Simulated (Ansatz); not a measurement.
# CH7O2Si2 radical: a ladder of functionals and wavefunction methods

The task here is to estimate one member of a computed series from the others.

The runs use Ansatz 0.2.0, Gaussian basis; functionals in def2-TZVPP, the program's frozen cores in correlated methods.

Levels to be run: LDA (SPW92), PBE-D4, revPBE-D4, BLYP-D4, r2SCAN-D4, B97M-V, PBE0-D4, B3LYP-D4, r2SCANh-D4, r2SCAN0-D4, HSE06-D4, BHLYP-D4, CAM-B3LYP-D4, LC-ωPBE, ωB97X-V, ωB97M-V, B2PLYP, PBE-QIDH; CCSD(T)/def2-SVP; CCSD(T)/def2-TZVPP; MP2/def2-QZVPP; extrapolation to the limit; RPA on PBE.

### Structure used throughout

All runs share one geometry, relaxed beforehand with PBE0-D4 in a triple-zeta def2 set.

12 atoms, charge 0, spin multiplicity 2.

Atoms are counted from 1 here; the program's logs count them from 0.

Bond lengths: O1–Si2 1.657 Å, O1–H6 0.958 Å, Si2–C3 1.877 Å, Si2–H7 1.491 Å, C3–Si4 1.870 Å, C3–H8 1.097 Å, C3–H9 1.095 Å, Si4–O5 1.651 Å, Si4–H10 1.491 Å, Si4–H11 1.481 Å, O5–H12 0.958 Å. Angles: Si2–O1–H6 117.8°, O1–Si2–C3 112.1°, O1–Si2–H7 104.2°, C3–Si2–H7 109.9°, Si2–C3–Si4 112.6°, Si2–C3–H8 107.0°, Si2–C3–H9 110.5°, Si4–C3–H8 109.5°, Si4–C3–H9 109.9°, H8–C3–H9 107.3°, C3–Si4–O5 113.2°, C3–Si4–H10 107.9°, C3–Si4–H11 110.3°, O5–Si4–H10 110.3°, O5–Si4–H11 104.9°, H10–Si4–H11 110.2°, Si4–O5–H12 117.9°.

Set-up of the first run:

Contents of in.yaml:

```yaml
crystal:
  periodic: [false, false, false]
  atoms:
    - {symbol: O, position_ang: [0.729121, 2.017744, 1.342140]}
    - {symbol: Si, position_ang: [-0.071894, 0.662565, 1.859326]}
    - {symbol: C, position_ang: [-0.793192, -0.318632, 0.430468]}
    - {symbol: Si, position_ang: [0.406114, -0.503444, -0.992241]}
    - {symbol: O, position_ang: [-0.062566, -1.640068, -2.093899]}
    - {symbol: H, position_ang: [0.245880, 2.642937, 0.799779]}
    - {symbol: H, position_ang: [0.978211, -0.140985, 2.548137]}
    - {symbol: H, position_ang: [-1.051894, -1.310033, 0.821118]}
    - {symbol: H, position_ang: [-1.721114, 0.144147, 0.078329]}
    - {symbol: H, position_ang: [0.546496, 0.826946, -1.649976]}
    - {symbol: H, position_ang: [1.721983, -0.970127, -0.498602]}
    - {symbol: H, position_ang: [-0.849948, -1.466247, -2.610479]}
basis:
  gaussian: {orbitals: def2-TZVPP}
magnetization: {spin_polarized: true, initial_magnetization: 1}
hamiltonian: {xc: lda}
output: {orbitals: {seedname: orbitals}}
```

Among the steps run: LDA; PBE-D4 (GGA); revPBE-D4 (GGA); BLYP-D4 (GGA); r2SCAN-D4 (meta-GGA); B97M-V (meta-GGA); PBE0-D4 (hybrid); B3LYP-D4 (hybrid); r2SCANh-D4 (hybrid); r2SCAN0-D4 (hybrid); HSE06-D4 (hybrid); BHLYP-D4 (hybrid); CAM-B3LYP-D4 (range-separated); LC-ωPBE (range-separated); ωB97X-V (range-separated); ωB97M-V (range-separated); B2PLYP (double hybrid); PBE-QIDH (double hybrid).

One of the session's tables, all rows but one given; the rest of the session is left out.

It belongs to the step «Orbital energies across the functionals». 

```
  functional  HOMO (eV)  LUMO (eV)  gap (eV)
 LDA (SPW92)      -4.38      -3.22      1.16
      PBE-D4      -4.40      -2.78      1.62
   revPBE-D4      -4.38      -2.63      1.75
     BLYP-D4          ?          ?         ?
   r2SCAN-D4      -4.74      -2.31      2.43
      B97M-V      -4.47      -2.97      1.49
     PBE0-D4      -5.57      -1.87      3.70
    B3LYP-D4      -5.30      -2.29      3.01
  r2SCANh-D4      -5.17      -2.02      3.15
  r2SCAN0-D4      -5.81      -1.59      4.23
    HSE06-D4      -5.17      -2.25      2.92
    BHLYP-D4      -6.57      -1.11      5.46
CAM-B3LYP-D4      -6.80      -1.02      5.78
     LC-ωPBE      -8.22       0.41      8.63
     ωB97X-V      -7.71      -0.14      7.57
     ωB97M-V      -7.34      -0.30      7.03
```

**Question.** Estimate the row for BLYP-D4.

Worked estimate for «HOMO (eV)». Against the share of exact exchange, B3LYP-D4 (0.2, -5.30), BHLYP-D4 (0.5, -6.57) give a slope of -4.23 per unit share; at 0 the line stands at -4.45.

The run gave: HOMO (eV): -4.21; LUMO (eV): -2.82; gap (eV): 1.38. In «HOMO (eV)» the line misses by -0.24.
